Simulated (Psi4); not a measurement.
# doublet AlCl2F−: levels of theory compared

We compute a comparison of 5 runs (UHF/STO-3G, UB3LYP/6-31G*, UDSD-PBEP86/def2-SVPD, UHSE06/def2-SVPD, UMP3/def2-SVPD) of doublet AlCl2F−. 

The results are computed with Psi4 1.11.

## 1. The molecule

The species is AlCl2F− (4 atoms), meant as a doublet with charge -1. SMILES of the parent species: `[F][Al]([Cl])[Cl]`. The coordinates come from a PBE0-D4/def2-TZVP relaxation. That shape belongs to the parent species and isn't relaxed for this state.

Bond lengths: F1–Al2 1.633 Å, Al2–Cl3 2.065 Å, Al2–Cl4 2.065 Å. Angles: F1–Al2–Cl3 119.2°, F1–Al2–Cl4 119.2°, Cl3–Al2–Cl4 121.5°.

## 2. The energy at UHF/STO-3G (run 1)

Contents of alcl2f.xyz:

```xyz
4
AlCl2F
F      0.087420     0.388220     1.682350
Al     0.004800     0.021530     0.093600
Cl     1.223040    -1.463690    -0.663450
Cl    -1.315270     1.053930    -1.112510
```

Contents of calc.py:

```python
import psi4

psi4.set_memory(2200000000)
psi4.set_num_threads(1)
psi4.set_output_file('run.log', False)

with open('alcl2f.xyz') as f:
    atoms = ''.join(f.readlines()[2:])
molecule = psi4.geometry('-1 2\n' + atoms + 'symmetry c1\nno_reorient\nno_com')

psi4.set_options({
    'basis': 'STO-3G',
    'reference': 'uhf',
    'puream': True,
    'e_convergence': 1e-09,
    'd_convergence': 1e-08,
    'scf_type': 'pk',
    'maxiter': 100,
})

e, wfn = psi4.energy("scf", molecule=molecule, return_wfn=True)
psi4.oeprop(wfn, "MAYER_INDICES", "WIBERG_LOWDIN_INDICES", "QUADRUPOLE", title="SCF")
print(f'total energy {e:.8f} hartree = {e * 27.211386:.5f} eV')
for k, v in sorted(psi4.core.scalar_variables().items()):
    print(f'{k:45s} {v:18.10f}')
```

Started as:

```bash
$ python calc.py
```

run.log:

```text
[...]
  Running in c1 symmetry.
[...]
  Nuclear repulsion =  244.295361750994289
[...]
  Multiplicity = 2
[...]
  Nalpha       = 29
  Nbeta        = 28
[...]
    Number of basis functions: 32
[...]
   @UHF iter   1: -1246.13126939737094   -1.44689e+00   7.37302e-03 ADIIS/DIIS
[...]
   @UHF iter  14: -1246.19174916421139   -2.27374e-13   2.89649e-09 DIIS
[...]
   @S^2 Observed:                7.553742401E-01
[...]
    Orbital Energies [Eh]
    ---------------------
    Alpha Occupied:
       1A   -103.278554     2A   -103.278552     3A    -57.552875
       4A    -25.502990     5A     -9.991184     6A     -9.991129
       7A     -7.436475     8A     -7.436415     9A     -7.429386
      10A     -7.429260    11A     -7.429127    12A     -7.429116
      13A     -4.501821    14A     -2.715754    15A     -2.715570
      16A     -2.714159    17A     -1.166357    18A     -0.736618
      19A     -0.721817    20A     -0.300717    21A     -0.215981
      22A     -0.209908    23A     -0.181558    24A     -0.155477
      25A     -0.134519    26A     -0.133140    27A     -0.126918
      28A     -0.124052    29A      0.238433
    Alpha Virtual:
[...]
  @UHF Final Energy: -1246.19174916421139
   => Energetics <=
    Nuclear Repulsion Energy =            244.2953617509942887
    One-Electron Energy =               -2239.4992622393606325
    Two-Electron Energy =                 749.0121513241548428
    Total Energy =                      -1246.1917491642116147
  UHF NO Occupations:
  HONO-2 :   27  A 1.9993956
  HONO-1 :   28  A 1.9984042
[...]
 Multipole Moments:
 ------------------------------------------------------------------------------------
     Multipole            Electronic (a.u.)      Nuclear  (a.u.)        Total (a.u.)
 ------------------------------------------------------------------------------------
 L = 1.  Multiply by 2.5417464519 to convert [e a0] to [Debye]
 Dipole X            :          1.4136273           -1.3582029            0.0554245
 Dipole Y            :          6.2882496           -6.0321003            0.2561493
 Dipole Z            :         27.2642095          -26.1412807            1.1229288
 Magnitude           :                                                    1.1531060
 L = 2.  Multiply by 1.3450342976 to convert [e a0^2] to [Debye ang]
 Quadrupole XX       :       -230.4037513          196.0765783          -34.3271731
 Quadrupole XY       :        199.8774713         -191.7348616            8.1426097
[...]
```

Standard output:

```text
total energy -1246.19174916 hartree = -33910.60472 eV
CURRENT ENERGY                                  -1246.1917491642
CURRENT REFERENCE ENERGY                        -1246.1917491642
DD SOLVATION ENERGY                                 0.0000000000
HF KINETIC ENERGY                                1229.6197543210
HF POTENTIAL ENERGY                             -2475.8115034852
HF TOTAL ENERGY                                 -1246.1917491642
HF VIRIAL RATIO                                     2.0134773330
NUCLEAR REPULSION ENERGY                          244.2953617510
ONE-ELECTRON ENERGY                             -2239.4992622394
PCM POLARIZATION ENERGY                             0.0000000000
PE ENERGY                                           0.0000000000
SCF ITERATION ENERGY                            -1246.1917491642
SCF ITERATIONS                                     14.0000000000
SCF TOTAL ENERGY                                -1246.1917491642
TWO-ELECTRON ENERGY                               749.0121513242
```

Wall time 1.9 s (1 thread of Intel Xeon Platinum 8488C (Sapphire Rapids), shared host); peak memory 0.18 GiB.

## 3. A single-point energy at UB3LYP/6-31G(d) (Cartesian functions) (run 2)

Contents of input.json:

```json
{
 "schema_name": "qcschema_input",
 "schema_version": 1,
 "molecule": {
  "schema_name": "qcschema_molecule",
  "schema_version": 2,
  "symbols": ["F", "Al", "Cl", "Cl"],
  "geometry": [0.16519986, 0.73362948, 3.17918075, 0.00907069, 0.0406858, 0.17687837, 2.31121064, -2.76597323, -1.2537388, -2.48550008, 1.99163905, -2.10233921],
  "molecular_charge": -1,
  "molecular_multiplicity": 2,
  "fix_symmetry": "c1",
  "fix_com": true,
  "fix_orientation": true
 },
 "driver": "energy",
 "model": {
  "method": "b3lyp",
  "basis": "6-31G*"
 },
 "keywords": {
  "reference": "uks",
  "puream": false,
  "e_convergence": 1e-09,
  "d_convergence": 1e-08,
  "scf_type": "pk",
  "dft_radial_points": 99,
  "dft_spherical_points": 590,
  "maxiter": 100,
  "scf_properties": ["LOWDIN_CHARGES", "DIPOLE", "MULLIKEN_CHARGES"]
 }
}
```

Started as:

```bash
$ psi4 --qcschema input.json -n 1 --memory 2200MB
```

stdout, shortened:

```text
[...]
  Running in c1 symmetry.
[...]
  Nuclear repulsion =  244.295361815582481
[...]
  Multiplicity = 2
[...]
  Nalpha       = 29
  Nbeta        = 28
[...]
    Number of basis functions: 72
[...]
   @UKS iter   1: -1262.68556642644762   -2.15505e-01   8.64036e-03 ADIIS/DIIS
[...]
   @UKS iter  11: -1262.86721836074616   -2.41016e-11   9.00888e-09 DIIS
[...]
   @S^2 Observed:                7.519420912E-01
[...]
  @UKS Final Energy: -1262.86721836074616
   => Energetics <=
    Nuclear Repulsion Energy =            244.2953618155824813
    One-Electron Energy =               -2246.7406788036673788
    Two-Electron Energy =                 808.9008562088970393
    DFT Exchange-Correlation Energy =     -69.3227575815582782
    Empirical Dispersion Energy =           0.0000000000000000
    VV10 Nonlocal Energy =                  0.0000000000000000
    Total Energy =                      -1262.8672183607461648
[...]
 Multipole Moments:
 ------------------------------------------------------------------------------------
     Multipole            Electronic (a.u.)      Nuclear  (a.u.)        Total (a.u.)
 ------------------------------------------------------------------------------------
 L = 1.  Multiply by 2.5417464519 to convert [e a0] to [Debye]
 Dipole X            :          1.3700684           -1.3582028            0.0118656
 Dipole Y            :          6.0821025           -6.0321003            0.0500022
 Dipole Z            :         26.3546200          -26.1412806            0.2133394
 Magnitude           :                                                    0.2194418
[...]
  Mulliken Charges: (a.u.)
   Center  Symbol    Alpha    Beta     Spin     Total
       1     F     4.70541  4.71542 -0.01001 -0.42083
       2    AL     7.06877  5.97532  1.09345 -0.04410
       3    CL     8.61291  8.65463 -0.04172 -0.26753
       4    CL     8.61291  8.65463 -0.04172 -0.26754
   Total alpha = 29.00000, Total beta = 28.00000, Total charge = -1.00000
  Lowdin Charges: (a.u.)
   Center  Symbol    Alpha    Beta     Spin     Total
       1     F     4.69115  4.65723  0.03392 -0.34838
       2    AL     6.94394  6.16496  0.77898 -0.10890
[...]
```

The result, in JSON:

```text
{
 "driver": "energy",
 "model": {
  "method": "b3lyp",
  "basis": "6-31G*"
 },
 "success": true,
 "return_result": -1262.8672183607462,
 "properties": {
  "calcinfo_nbasis": 72,
  "calcinfo_nmo": 72,
  "calcinfo_nalpha": 29,
  "calcinfo_nbeta": 28,
  "calcinfo_natom": 4,
  "nuclear_repulsion_energy": 244.29536181558248,
  "return_energy": -1262.8672183607462,
  "scf_one_electron_energy": -2246.7406788036674,
  "scf_two_electron_energy": 808.900856208897,
  "scf_xc_energy": -69.32275758155828,
  "scf_dipole_moment": [0.01186563653274919, 0.05000216229430343, 0.21333940310326938],
  "scf_total_energy": -1262.8672183607462,
  "scf_iterations": 11
 }
}
```

Run time: 9.6 s. Hardware: 1 thread of Intel Xeon Platinum 8488C (Sapphire Rapids), shared host; peak memory 0.61 GiB.

Runs 3 to 4 aren't shown in full; the table further down has their settings and results.

## 4. A single-point energy at UMP3/def2-SVPD (run 5)

alcl2f.xyz is that of step 2.

Contents of run.py:

```python
import numpy as np
from ase.calculators.psi4 import Psi4
from ase.io import read

atoms = read('alcl2f.xyz')
calc = Psi4(atoms=atoms, method='mp3', basis='def2-SVPD', memory='2200MB', num_threads=1, charge=-1, multiplicity=2, label='alcl2f', reference='uhf')
calc.psi4.set_options({'puream': True, 'e_convergence': 1e-09, 'd_convergence': 1e-08, 'scf_type': 'pk', 'num_frozen_docc': 16, 'maxiter': 100, 'mp_type': 'conv'})
atoms.calc = calc

print(f'energy: {atoms.get_potential_energy():.6f} eV')
```

Started as:

```bash
$ python run.py
```

alcl2f.dat:

```text
[...]
  Running in c1 symmetry.
[...]
  Nuclear repulsion =  244.295361750994289
[...]
  Multiplicity = 2
[...]
  Nalpha       = 29
  Nbeta        = 28
[...]
    Number of basis functions: 101
[...]
   @UHF iter   1: -1260.04403787938668   -6.18410e-01   4.33556e-03 DIIS/ADIIS
[...]
   @UHF iter  14: -1260.13671176668618   -1.27329e-11   7.24348e-09 DIIS
[...]
   @S^2 Observed:                7.531720691E-01
[...]
    Orbital Energies [Eh]
    ---------------------
    Alpha Occupied:
       1A   -104.648900     2A   -104.648891     3A    -58.384248
       4A    -26.113810     5A    -10.412688     6A    -10.412685
       7A     -7.886807     8A     -7.886801     9A     -7.884265
      10A     -7.884255    11A     -7.884096    12A     -7.884094
      13A     -4.808804    14A     -3.127132    15A     -3.126857
      16A     -3.126417    17A     -1.378183    18A     -0.951557
      19A     -0.939633    20A     -0.543839    21A     -0.489885
      22A     -0.483356    23A     -0.429109    24A     -0.381538
      25A     -0.343072    26A     -0.341384    27A     -0.323652
      28A     -0.318943    29A      0.017806
    Alpha Virtual:
[...]
  @UHF Final Energy: -1260.13671176668618
   => Energetics <=
    Nuclear Repulsion Energy =            244.2953617509942887
    One-Electron Energy =               -2242.8286144582752968
    Two-Electron Energy =                 738.3965409405947184
    Total Energy =                      -1260.1367117666864033
  UHF NO Occupations:
  HONO-2 :   27  A 1.9998177
  HONO-1 :   28  A 1.9989576
[...]
 Multipole Moments:
 ------------------------------------------------------------------------------------
     Multipole            Electronic (a.u.)      Nuclear  (a.u.)        Total (a.u.)
 ------------------------------------------------------------------------------------
 L = 1.  Multiply by 2.5417464519 to convert [e a0] to [Debye]
 Dipole X            :          0.0213758           -0.0483080           -0.0269323
 Dipole Y            :          0.0873234           -0.2145795           -0.1272561
 Dipole Z            :          0.3687832           -0.9299528           -0.5611696
 Magnitude           :                                                    0.5760475
[...]
	SCS-MP2 Total Energy (a.u.)        : -1260.67080848031878
	SOS-MP2 Total Energy (a.u.)        : -1260.65839848158953
[...]
	SOS-PI-MP2 Total Energy (a.u.)     : -1260.69852822888970
[...]
	MP2 Total Energy (a.u.)            : -1260.69562847777684
[...]
	SCS-MP3 Total Energy (a.u.)        : -1260.67602958635848
[...]
	MP3 Total Energy (a.u.)            : -1260.71651290193586
[...]
```

On the terminal:

```text
energy: -34305.843700 eV
```

Wall time 19 s (1 thread of Intel Xeon Platinum 8488C (Sapphire Rapids), shared host); peak memory 0.8 GiB.

## 5. The series

| run | level | Cartesian functions | integration grid | energy (Eh) | HOMO energy (eV) | LUMO energy (eV) | ⟨S²⟩ | wall time |
| --- | --- | --- | --- | --- | --- | --- | --- | --- |
| 1 | UHF/STO-3G | no | – | -1246.191749 | 6.49 | 14.79 | 0.755 | 1.9 s |
| 2 | UB3LYP/6-31G* (Cartesian functions) | yes | 99 radial × 590 angular | -1262.867218 | 2.34 | 3.96 | 0.752 | 9.6 s |
| 3 | UDSD-PBEP86/def2-SVPD (density fitting for correlation) | no | 99 radial × 590 angular | -1261.372353 | 0.63 | 3.85 | 0.753 | 14 s |
| 4 | UHSE06/def2-SVPD | no | 99 radial × 590 angular | -1262.023068 | 1.55 | 2.58 | 0.752 | 38 s |
| 5 | UMP3/def2-SVPD | no | – | -1260.716513 | 0.48 | 4.62 | 0.753 | 19 s |

## 6. Outcome

| quantity | value |
| --- | --- |
| run 5: total energy | -1260.71651 Eh |
| run 5: HOMO energy (Hartree–Fock orbitals) (highest over α and β) | 0.48 eV |
| run 5: LUMO energy (Hartree–Fock orbitals) (lowest over α and β) | 4.62 eV |
| run 5: correlation energy (16 core orbitals frozen) | -579.8 mEh |
| run 5: ⟨S²⟩ of the reference determinant | 0.753 |

Totals of different functionals can't be ranked against each other. In runs 1, 2, 3, 4, 5 the HOMO lies above zero, so the outermost electron may be held by the basis alone. In run 1 the basis is minimal, so the values are rough. All runs together took 82 s, the longest 38 s.
